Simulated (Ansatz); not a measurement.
ClHSb, SMILES [Cl][SbH]: an atomisation energy, run with Ansatz's Python interface.

Script `tae.py`:
```python
"""Atomisation energy of ClHSb at the given geometry."""

from collections import Counter

import ansatz as az

BASIS = "def2-TZVP"
XC = "pbe0"


def total_energy(molecule, charge=0, unpaired=0):
    calc = (
        molecule.calculation()
        .basis(gaussian=BASIS)
        .functional(XC)
        .accuracy("high")
    )
    if charge:
        calc = calc.charge(charge)
    if unpaired:
        calc = calc.spin("collinear", total=unpaired)
    report = calc.run(threads=1, pin="off").report
    if report["published_state_doubts"]:
        print("  doubts:", report["published_state_doubts"])
    return report["free_energy_ev"]

geometry_ang = [
    ("Cl", [1.4895, 0.3564, 0.8453]),
    ("Sb", [-0.671, 0.6555, -0.2932]),
    ("H", [-0.8294, -1.0767, -0.5654]),
]
system = az.Crystal.molecule()
for symbol, xyz in geometry_ang:
    system = system.atom(symbol, xyz)

# Hund ground states
unpaired = {"Cl": 1, "Sb": 3, "H": 1}
counts = Counter(site.symbol for site in system.cartesian_sites)
atom_energy = {s: total_energy(az.Crystal.molecule().atom(s, (0, 0, 0)), 0, unpaired[s]) for s in counts}
whole = total_energy(system, 0, 1)
for s, e in atom_energy.items():
    print(f"{s:2s} x{counts[s]}  {e:14.5f} eV")
print(f"ClHSb: {whole:.5f} eV")
split = sum(counts[s] * e for s, e in atom_energy.items()) - whole
print(f"atomisation energy (no zero-point term): {split:.3f} eV, {split / sum(counts.values()):.3f} eV an atom")
```

What does it cost to take this molecule apart into atoms?

5.749 eV from the electronic energies, without the zero-point term.

What the script printed:

Running `python tae.py` prints:
```text
Cl x1    -12517.16684 eV
Sb x1     -6536.79646 eV
H  x1       -13.63389 eV
ClHSb: -19073.34614 eV
atomisation energy (no zero-point term): 5.749 eV, 1.916 eV an atom
```

The settings weren't tested for convergence. The geometry is a force-field or estimated start, not a minimum of this method, and the basis set is short of its limit. All parts are taken at fixed geometry, without zero-point energy. def2 sets replace the cores of elements past krypton by effective core potentials. The species is open-shell (spin multiplicity 2). The spin-orbit lowering of heavy atoms is left out. The whole script took 13 s on 1 thread of Arm Neoverse V2, on a shared host, peak memory 0.41 GiB.

(Lines on the test bed's own set-up are left out of the output.)
